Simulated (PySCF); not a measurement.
# MP2/ccECP-cc-pVDZ (core potential) run of SnCl2F2 (SMILES [F][Sn]([F])([Cl])[Cl])

What is the energy change on altering one bond length of SnCl2F2 at MP2/ccECP-cc-pVDZ (core potential)? 

Program for the calculation: PySCF 2.14.0.

8 further runs of the same task are left out: 2 for a known fault of the program, 1 that didn't finish, 5 set aside as unsound or not needed.

**1. The structure to begin with**

SnCl2F2: 5 atoms, total charge 0, spin state singlet. As SMILES, `[F][Sn]([F])([Cl])[Cl]`. Geometry: relaxed at PBE0-D4/def2-TZVP.

Bond lengths: F1–Sn2 1.887 Å, Sn2–F3 1.887 Å, Sn2–Cl4 2.271 Å, Sn2–Cl5 2.271 Å. Angles: F1–Sn2–F3 105.5°, F1–Sn2–Cl4 109.3°, F1–Sn2–Cl5 109.3°, F3–Sn2–Cl4 109.2°, F3–Sn2–Cl5 109.2°, Cl4–Sn2–Cl5 114.0°.

**2. Energy and gradient at MP2/ccECP-cc-pVDZ (core potential)**

The input, calc.py:

```python
from pyscf import gto, scf, mp

system = gto.M(
    atom=[
    ('F', (-0.136000, -0.318500, 1.871500)),
    ('Sn', (0.031600, -0.036600, 0.013600)),
    ('F', (1.509000, -1.080200, -0.523100)),
    ('Cl', (-1.837700, -0.793000, -1.030000)),
    ('Cl', (0.483000, 2.154700, -0.373400)),
],
    max_memory=1860,
    basis='ccecp-cc-pvdz',
    charge=0,
    ecp='ccecp',
    verbose=3,
)

mf = scf.RHF(system)
mf.kernel()

pt = mp.MP2(mf).run()
etot = pt.e_tot
print('Final energy', etot)
grad = pt.nuc_grad_method().kernel()
```

The run is started by

```console
$ OMP_NUM_THREADS=1 python calc.py
```

The log of the run:

```text
converged SCF energy = -80.8868540766717
E(RMP2) = -81.5841558667036  E_corr = -0.697301790031963
E(SCS-RMP2) = -81.5603766457783  E_corr = -0.673522569106594
Final energy -81.58415586670363
--------------- RMP2 gradients ---------------
         x                y                z
0 F     0.0017544312     0.0019537007    -0.0149720733
1 Sn     0.0046811763    -0.0047383189     0.0048068568
2 F    -0.0117691354     0.0082005747     0.0047814701
3 Cl     0.0062794226     0.0018865536     0.0037121461
4 Cl    -0.0009458948    -0.0073025101     0.0016716003
----------------------------------------------
```

It took 2 min on 1 thread of Intel Xeon at 2.50GHz (Skylake/Cascade Lake), shared host; peak memory 0.26 GiB.

**3. The distorted shape**

The input, input.py:

```python
import pyscf.grad
from pyscf import gto, mp

molecule = gto.M(
    atom=[
    ('F', (0.331325, -0.129400, 2.132400)),
    ('Sn', (0.498925, 0.152500, 0.274500)),
    ('F', (1.976325, -0.891100, -0.262200)),
    ('Cl', (-1.837700, -0.793000, -1.030000)),
    ('Cl', (0.950325, 2.343800, -0.112500)),
],
    spin=0,
    ecp={'F': 'ccecp', 'Sn': 'ccecp', 'Cl': 'ccecp'},
    max_memory=1860,
    basis='ccecp-cc-pvdz',
    verbose=3,
)

mf = molecule.RHF()
mf.kernel()

pt = mp.MP2(mf).run()
etot = pt.e_tot
print('E(%s) = %.9f' % ('MP2', etot))
grad = pt.Gradients().kernel()
```

The run is started by

```console
$ OMP_NUM_THREADS=1 python input.py
```

The log of the run:

```text
converged SCF energy = -80.832135943314
E(RMP2) = -81.5342058271742  E_corr = -0.702069883860191
E(SCS-RMP2) = -81.5118564446517  E_corr = -0.679720501337657
E(MP2) = -81.534205827
--------------- RMP2 gradients ---------------
         x                y                z
0 F     0.0034532470     0.0027816375    -0.0136873726
1 Sn     0.0597982123     0.0174045516     0.0356281041
2 F    -0.0097374194     0.0088744279     0.0055818262
3 Cl    -0.0543217976    -0.0225226489    -0.0301557082
4 Cl     0.0008077576    -0.0065379680     0.0026331505
----------------------------------------------
```

Wall time 2 min (1 thread of Intel Xeon at 2.50GHz (Skylake/Cascade Lake), shared host); peak memory 0.26 GiB.

**4. Summary of results**

At MP2/ccECP-cc-pVDZ (core potential):

| quantity | value |
| --- | --- |
| first shape: total energy | -81.58416 Eh |
| first shape: dipole moment (Hartree–Fock density) | 1.88 D |
| first shape: HOMO energy (Hartree–Fock orbitals) | -13.84 eV |
| first shape: LUMO energy (Hartree–Fock orbitals) | 0.33 eV |
| first shape: HOMO–LUMO gap (Hartree–Fock orbitals) | 14.17 eV |
| first shape: correlation energy | -697.3 mEh |
| first shape: largest force on an atom | 0.782 eV/Å |
| distorted shape: total energy | -81.53421 Eh |
| distorted shape: dipole moment (Hartree–Fock density) | 2.05 D |
| distorted shape: HOMO energy (Hartree–Fock orbitals) | -12.75 eV |
| distorted shape: LUMO energy (Hartree–Fock orbitals) | -1.86 eV |
| distorted shape: HOMO–LUMO gap (Hartree–Fock orbitals) | 10.89 eV |
| distorted shape: correlation energy | -702.1 mEh |
| distorted shape: largest force on an atom | 3.690 eV/Å |
| energy change with the Sn2–Cl4 bond stretched from 2.271 to 2.838 Å | 1.359 eV |

**Reading.** With the Sn2–Cl4 bond stretched from 2.271 to 2.838 Å the energy rises by 1.36 eV (131 kJ/mol). The first shape isn't relaxed at this level, so the change isn't measured from a minimum. The largest force (first shape) is 0.78 eV/Å: the shape isn't a stationary point for this species at this level. Mulliken charges (first shape) of the mean-field density run from -0.56 on F1 to +1.69 on Sn2. Mulliken charges (distorted shape) of the mean-field density run from -0.55 on F3 to +1.70 on Sn2; they depend strongly on the basis.
